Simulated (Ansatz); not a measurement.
# GeH₅ (doublet): the correlation ladder at distance H1–H2 along a hydrogen transfer = 1.355 Å, cc-pVTZ

The task here is to estimate one member of a computed series from the others.

Computed with Ansatz 0.2.0, Gaussian basis. Level: cc-pVTZ, core rule «outside noble gas», up to 14 orbitals frozen.

The runs, in order: UHF; CCSD(T) on ROHF; CCSD(T) on UHF; BCCD(T) on ROHF; CISD; CCSDT(Q) on ROHF; CCSDT(Q) on UHF; CASSCF and NEVPT2, 3 electrons in 3 orbitals; CASSCF and NEVPT2, 9 electrons in 9 orbitals.

## The geometry

The geometry derives from fragments relaxed apart (PBE0/def2-TZVP) and kept rigid, so it is no stationary point. A hydrogen atom is moved between rigid fragments. No spin-orbit coupling is included. The filled d shell of Ge may be among the frozen orbitals whatever the setting's name suggests; the logs give the count.

6 atoms, charge 0, spin multiplicity 2.

Atoms are counted from 1 here; the program's logs count them from 0.

Bond lengths: H2–Ge3 1.530 Å, Ge3–H4 1.539 Å, Ge3–H5 1.539 Å, Ge3–H6 1.539 Å. Angles: H2–Ge3–H4 107.7°, H2–Ge3–H5 107.7°, H2–Ge3–H6 107.7°, H4–Ge3–H5 111.2°, H4–Ge3–H6 111.2°, H5–Ge3–H6 111.2°.

The first run:

The input, in.yaml:

```yaml
crystal:
  periodic: [false, false, false]
  atoms:
    - {symbol: H, position_ang: [-2.845957, 0.000000, -0.000001]}
    - {symbol: H, position_ang: [-1.490957, 0.000000, 0.000000]}
    - {symbol: Ge, position_ang: [0.039043, 0.000000, 0.000000]}
    - {symbol: H, position_ang: [0.507712, -1.465915, 0.000000]}
    - {symbol: H, position_ang: [0.507712, 0.732957, -1.269519]}
    - {symbol: H, position_ang: [0.507712, 0.732957, 1.269520]}
basis:
  gaussian: {orbitals: cc-pVTZ}
magnetization: {spin_polarized: true, initial_magnetization: 1}
hamiltonian: {xc: hf}
output: {orbitals: {seedname: orbitals}}
```

Launch:

```bash
> ansatz run in.yaml --threads 1 --pin off --events-out ev --progress --plain --max-ram 2816MiB --backend cpu
```

Steps of the session up to this table: UHF; CCSD(T) on ROHF; CCSD(T) on UHF; BCCD(T) on ROHF; CISD; CCSDT(Q) on ROHF; CCSDT(Q) on UHF; CASSCF and NEVPT2, 3 electrons in 3 orbitals; CASSCF and NEVPT2, 9 electrons in 9 orbitals.

One of the session's tables, all rows but one given; the rest of the session is left out.

It belongs to the step «Misses and costs». 

| method | from UCCSDT(Q) (meV) |
| --- | --- |
| ROHF | +4962.8 |
| UHF | +4900.2 |
| RMP2 | +978.0 |
| UMP2 | +967.2 |
| CISD | +409.3 |
| RCCSD | +136.7 |
| UCCSD | +135.2 |
| RCCSD(T) | ? |
| UCCSD(T) | +24.0 |
| BCCD(T) | +23.7 |
| RCCSDT | +3.5 |
| UCCSDT | +3.0 |
| RCCSDT(Q) | +0.6 |
| UCCSDT(Q) | 0 |
| CASSCF pair | +4562.2 |
| NEVPT2 pair | +992.0 |
| CASSCF valence | +3331.9 |
| NEVPT2 valence | +943.8 |

Estimate the missing values for RCCSD(T).

**Answer.** from UCCSDT(Q) (meV): +24.4. In the column «from UCCSDT(Q) (meV)» it lies between UCCSD(T) (+24.0) and UCCSD (+135.2).

Limits of these values: Restricted and unrestricted rows rest on different reference determinants; where their highest levels disagree by more than a few hundredths of an eV, they describe different states and don't form one ladder.
